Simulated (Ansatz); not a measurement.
# SiO2: further runs on the relaxed cell

An exercise on one series of results from a longer session: the logs are not shown, and one member is left open.

Method: DFT r2SCAN, scalar-relativistic, plane waves, PAW, in Ansatz 0.2.0.

## The system as given

The structure is cubic, space group Ia-3 (No. 206). The conventional cell has a = 8.447 Å, b = 8.447 Å, c = 8.447 Å, α = 90.00°, β = 90.00°, γ = 90.00°. Si (site symmetry 3) has 4 O at 1.59 to 1.62 Å in its first shell of neighbours. Around O (site symmetry 2) lie 2 Si at 1.62 Å. O (site symmetry -3) is surrounded by 2 Si at 1.59 Å.

Structure file:

```
Si O
1.0
    -4.22353    4.22353    4.22353
     4.22353   -4.22353    4.22353
     4.22353    4.22353   -4.22353
Si O
8 16
Direct
  0.50000 0.00000 0.78250
  0.28250 0.28250 0.28250
  0.50000 0.00000 0.21750
  0.71750 0.71750 0.71750
  0.78250 0.50000 0.00000
  0.00000 0.21750 0.50000
  0.21750 0.50000 0.00000
  0.00000 0.78250 0.50000
  0.68023 0.93023 0.75000
  0.75000 0.68023 0.93023
  0.81977 0.56977 0.25000
  0.75000 0.18023 0.43023
  0.06977 0.25000 0.31977
  0.50000 0.00000 0.00000
  0.25000 0.81977 0.56977
  0.43023 0.75000 0.18023
  0.31977 0.06977 0.25000
  0.18023 0.43023 0.75000
  0.93023 0.75000 0.68023
  0.50000 0.50000 0.50000
  0.25000 0.31977 0.06977
  0.00000 0.50000 0.00000
  0.00000 0.00000 0.50000
  0.56977 0.25000 0.81977
```

It goes back to an entry of the Materials Project, which need not be the stable form.

It is the result of an earlier relaxation at this level (volume 12.56 Å³/atom; gap on the mesh: 6.59 eV).

The first run:

File input.yaml:

```yaml
crystal:
  lattice:
    - [-4.1808654213, 4.1808654213, 4.1808654213]
    - [4.1808654213, -4.1808654213, 4.1808654213]
    - [4.1808654213, 4.1808654213, -4.1808654213]
  atoms:
    - { symbol: Si, position: [0.5, 0.0, 0.78249537] }
    - { symbol: Si, position: [0.28249537, 0.28249537, 0.28249537] }
    - { symbol: Si, position: [0.5, 0.0, 0.21750463] }
    - { symbol: Si, position: [0.71750463, 0.71750463, 0.71750463] }
    - { symbol: Si, position: [0.78249537, 0.5, 0.0] }
    - { symbol: Si, position: [0.0, 0.21750463, 0.5] }
    - { symbol: Si, position: [0.21750463, 0.5, 0.0] }
    - { symbol: Si, position: [0.0, 0.78249537, 0.5] }
    - { symbol: O, position: [0.68022506, 0.93022506, 0.75] }
    - { symbol: O, position: [0.75, 0.68022506, 0.93022506] }
    - { symbol: O, position: [0.81977494, 0.56977494, 0.25] }
    - { symbol: O, position: [0.75, 0.18022506, 0.43022506] }
    - { symbol: O, position: [0.06977494, 0.25, 0.31977494] }
    - { symbol: O, position: [0.5, 0.0, 0.0] }
    - { symbol: O, position: [0.25, 0.81977494, 0.56977494] }
    - { symbol: O, position: [0.43022506, 0.75, 0.18022506] }
    - { symbol: O, position: [0.31977494, 0.06977494, 0.25] }
    - { symbol: O, position: [0.18022506, 0.43022506, 0.75] }
    - { symbol: O, position: [0.93022506, 0.75, 0.68022506] }
    - { symbol: O, position: [0.5, 0.5, 0.5] }
    - { symbol: O, position: [0.25, 0.31977494, 0.06977494] }
    - { symbol: O, position: [0.0, 0.5, 0.0] }
    - { symbol: O, position: [0.0, 0.0, 0.5] }
    - { symbol: O, position: [0.56977494, 0.25, 0.81977494] }
basis:
  ecutwfc: 500
kpoints:
  mp_grid: { grid: [4, 4, 4] }
hamiltonian:
  xc: r2scan
scf:
  occupations: { method: gaussian, width: 0.02 }
output:
  forces: true
  stress: true
  eigenvalues: true
relax:
  adjacent_minimum: "off"
  f_tol: 0.01
  max_steps: 30
```

Command:

```sh
$ ansatz run input.yaml --threads 4 --pin off --max-ram 10240MiB --backend cpu --events-out ev --progress --plain --runs-dir out
```

Steps of the session up to this table: The cell scaled to 0.97 of its volume; The cell scaled to 1.03 of its volume; Point at V/V0 = 0.94; Point at V/V0 = 1.06; The cell scaled to 0.91 of its volume; Volume × 1.10; Point at V/V0 = 0.88.

One of the session's tables, all rows but one given; the rest of the session is left out.

It belongs to the step «Fit of the equation of state». 

```
volume (Å³/atom)  energy above the lowest point (meV/atom)  pressure (GPa)  gap on the mesh (eV)
          11.050                                      33.5            7.67                  7.08
          11.427                                      18.2            5.38                  6.98
          11.803                                       7.9            3.41                  6.88
          12.180                                         ?               ?                     ?
          12.557                                       0.0            0.04                  6.59
          12.933                                       1.6           -1.46                  6.44
          13.310                                       6.8           -2.94                  6.28
          13.812                                      19.0           -4.91                  6.06
```

Q: Estimate the row for volume (Å³/atom) = 12.180 from the others.

Worked estimate for «energy above the lowest point (meV/atom)». A straight line through the neighbours (11.803, 7.9) and (12.557, 0.0) gives 7.9 + (0.0 − 7.9) × (12.180 − 11.803) / (12.557 − 11.803) = 4.0; a parabola fitted to 4 rows on both sides gives 2.0.

The run gave: energy above the lowest point (meV/atom): 2.0; pressure (GPa): 1.66; gap on the mesh (eV): 6.75. In «energy above the lowest point (meV/atom)» the line misses by +2.0 and the parabola by 0.0.

To keep in mind: Warnings in the runs' records: stress scf threshold loose.
